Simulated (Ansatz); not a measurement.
## C3H7NSi, SMILES C=N[SiH]1CC1: a single point in a Gaussian basis, step by step

Program: Ansatz's Python interface.

Typed at the interpreter:
```pycon
>>> import json
>>> import warnings
>>> import ansatz as az
>>> import numpy as np
>>> import pandas as pd
>>> warnings.simplefilter("ignore", az.DeckWarning)
>>> geometry = (
...     az.Crystal.molecule()
...     .atom("C", (2.1477, -0.7529, 0.3441))
...     .atom("N", (1.1999, -1.1217, -0.4394))
...     .atom("Si", (-0.0355, 0.021, -1.0197))
...     .atom("C", (-1.7363, -0.2142, -0.2252))
...     .atom("C", (-0.9073, 0.7834, 0.4791))
...     .atom("H", (2.2329, 0.2759, 0.6838))
...     .atom("H", (2.8812, -1.4788, 0.6765))
...     .atom("H", (0.4268, 1.1721, -1.8088))
...     .atom("H", (-1.8592, -1.1753, 0.3167))
...     .atom("H", (-2.577, 0.2171, -0.8081))
...     .atom("H", (-0.5268, 0.4426, 1.4648))
...     .atom("H", (-1.2464, 1.8308, 0.3363))
... )
>>> job = (
...     geometry.calculation()
...     .basis(gaussian="6-31G*")  # atom-centred Gaussian functions
...     .functional("pbe0")  # exchange and correlation
...     .forces()  # eV per angstrom
... )
>>> summary = job.session().plan(threads=1).execute().report

>>> for key in ("converged", "free_energy_ev", "reference_energy_ev", "n_frozen", "n_occupied", "n_virtual"):
...     print(f"{key:22s} {summary[key]}")
...
converged              True
free_energy_ev         -12581.069527257787
reference_energy_ev    -12581.069527257787
n_frozen               0
n_occupied             [23, 23]
n_virtual              [70, 70]
>>> symbols = [site.symbol for site in geometry.cartesian_sites]
>>> forces = np.array(summary["forces_ev_ang"])
>>> print("largest force", round(float(np.linalg.norm(forces, axis=1).max()), 4), "eV/A, rms", round(float(np.sqrt((forces ** 2).mean())), 4))
largest force 2.0711 eV/A, rms 0.6625
>>> charges = summary["charge_distribution"]
>>> table = pd.DataFrame({"atom": symbols, "mulliken": charges["mulliken_charges_e"], "lowdin": charges["lowdin_charges_e"]})
>>> table.round(3)
   atom  mulliken  lowdin
0     C    -0.132  -0.133
1     N    -0.438  -0.193
2    Si     0.472   0.215
3     C    -0.486  -0.341
4     C    -0.527  -0.418
5     H     0.162   0.124
6     H     0.176   0.115
7     H    -0.028  -0.031
8     H     0.218   0.177
9     H     0.205   0.165
10    H     0.189   0.159
11    H     0.189   0.160
>>> print("dipole (e A):", np.round(charges["dipole_moment_e_ang"], 4) + 0.0)
dipole (e A): [0.0507 0.2256 0.1422]
>>> with open("c3h7nsi.json", "w") as handle:
...     json.dump({k: summary[k] for k in ("free_energy_ev", "reference_energy_ev", "n_occupied", "n_virtual")}, handle, indent=1)
...
```

File `c3h7nsi.json` afterwards:
```json
{
 "free_energy_ev": -12581.069527257787,
 "reference_energy_ev": -12581.069527257787,
 "n_occupied": [
  23,
  23
 ],
 "n_virtual": [
  70,
  70
 ]
}
```

Total energies depend on the basis set; only differences at equal settings carry meaning. The geometry is a force-field or estimated start, not a minimum of this method, and the basis set is short of its limit. The Löwdin charges here are taken after orthogonalising the functions within each atom; they differ from plain Löwdin charges, and their signs can be unphysical. It ran for 5.5 s on 1 thread of Arm Neoverse V1, with other jobs on the host, peak memory 0.3 GiB.

(Lines on the test bed's own set-up are left out of the output.)
